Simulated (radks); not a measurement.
# Ru⁺ in [Ar] 3d10 4s1.5 4p6 4d7 5p0.5: an all-electron calculation

What are the levels of the ruthenium ion Ru+, how large are its shells, and how does its energy divide?

The numbers are computed with radks (a radial shooting solver on a logarithmic mesh, Libxc functionals) version 1 (Dirac Kohn-Sham, PBE, spin-unpolarised, spherical densities, point nucleus; open shells are shared between the two j in proportion to 2j + 1), except any that are marked as measured or tabulated.

## (1) The system

| Item | Value |
| --- | --- |
| element | ruthenium (Z = 44) |
| charge | +1 |
| electrons | 43 |
| configuration | [Ar] 3d10 4s1.5 4p6 4d7 5p0.5 |

## (2) Self-consistent calculation

The run's settings:

```text
Z 44
configuration [Ar] 3d10 4s1.5 4p6 4d7 5p0.5 5s0 4f0 5d0 6p0
relativity Dirac
functional pbe,pbe
spin unpolarised
j_filling average
nucleus point
c 137.035999084
```

On the command line:

```
$ python run_ks.py task.json out
```

The same process makes all the runs of this session.

Q: Predict the outcome of this run.

The runs gave:

```
                        quantity                   value
                    total energy     -4529.82177 hartree
exchange-correlation share of it                  2.94 %
                            −T/E                  1.0406
          highest occupied level        5p3/2, -6.891 eV
    most extended occupied level  5p3/2, <r> = 3.85 bohr
 radius at density 0.001 e/bohr³               4.10 bohr
    maxima of the radial density                       4
```

What this shows: 5 principal shells are occupied and 4 maxima appear in the radial density; where shells overlap, one shows as a shoulder or not at all. −T/E is 1.041: with relativity the kinetic term as defined here no longer equals −E. This is not the tabulated ground configuration, so its levels and sizes aren't those of the ground state, and no measured value stands beside it.
